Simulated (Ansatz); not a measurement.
# Mg (Magnesium): further runs on the relaxed cell

An exercise on one series of results from a longer session: the logs are not shown, and one member is left open.

Program: Ansatz 0.2.0. Level of theory: DFT PBE, scalar-relativistic, plane waves, PAW. These are calculated values, not measurements.

## The starting structure

It takes space group P6_3/mmc (No. 194, hexagonal). The conventional cell has a = 3.210 Å, b = 3.210 Å, c = 5.138 Å, α = 90.00°, β = 90.00°, γ = 120.00°. Mg (site symmetry -6m2) is surrounded by 12 Mg at 3.17 to 3.21 Å.

As a file:

```cif
data_structure
_symmetry_space_group_name_H-M 'P 1'
_symmetry_Int_Tables_number 1
_cell_length_a 3.2101
_cell_length_b 3.2101
_cell_length_c 5.1379
_cell_angle_alpha 90.000
_cell_angle_beta 90.000
_cell_angle_gamma 120.000
_cell_volume 45.85
loop_
_atom_site_label
_atom_site_type_symbol
_atom_site_fract_x
_atom_site_fract_y
_atom_site_fract_z
_atom_site_occupancy
Mg1 Mg 0.33333 0.66667 0.25000 1
Mg2 Mg 0.66667 0.33333 0.75000 1
```

This cell was relaxed beforehand with the same method: volume 22.93 Å³/atom, gap on the mesh none (metal).

Set-up of the first run:

input.yaml reads:

```yaml
crystal:
  lattice:
    - [3.2093, 0.0, 0.0]
    - [-1.60465, 2.7793353284, 0.0]
    - [0.0, 0.0, 5.2103]
  atoms:
    - { symbol: Mg, position: [0.3333333333, 0.6666666667, 0.25] }
    - { symbol: Mg, position: [0.6666666667, 0.3333333333, 0.75] }
basis:
  ecutwfc: 420
kpoints:
  mp_grid: { grid: [15, 15, 8] }
hamiltonian:
  xc: pbe
scf:
  occupations: { method: gaussian, width: 0.1 }
output:
  forces: true
  stress: true
  eigenvalues: true
  populations: true
  write_density: true
  write_potential: true
  elf: true
  volumetric_format: npy
```

On the command line:

```console
$ ansatz run input.yaml --threads 1 --pin off --max-ram 2560MiB --backend cpu --events-out ev --progress --plain --runs-dir out
```

Steps of the session up to this table: Back to the database's cell; Volume × 0.97; The cell scaled to 1.03 of its volume; Point at V/V0 = 0.94; The cell scaled to 1.06 of its volume; Point at V/V0 = 0.91; Volume × 1.10; Point at V/V0 = 0.88.

One table of the session follows, with a row left open; its other results are not shown here.

It belongs to the step «Equation of state». 

| volume (Å³/atom) | energy above the lowest point (meV/atom) | pressure (GPa) |
| --- | --- | --- |
| 20.174 | 46.1 | 5.97 |
| 20.862 | 24.6 | 4.13 |
| 21.550 | 10.4 | 2.55 |
| 22.238 | ? | ? |
| 22.925 | 0.0 | 0.02 |
| 23.613 | 2.2 | -0.98 |
| 24.301 | 8.3 | -1.84 |
| 25.218 | 21.8 | -2.81 |

**Question.** Estimate the row for volume (Å³/atom) = 22.238.

Worked estimate for «energy above the lowest point (meV/atom)». A straight line through the neighbours (21.550, 10.4) and (22.925, 0.0) gives 10.4 + (0.0 − 10.4) × (22.238 − 21.550) / (22.925 − 21.550) = 5.2; a parabola fitted to 4 rows on both sides gives 2.5.

**Answer.** energy above the lowest point (meV/atom): 2.5; pressure (GPa): 1.19. In «energy above the lowest point (meV/atom)» the line misses by +2.7 and the parabola by 0.0.
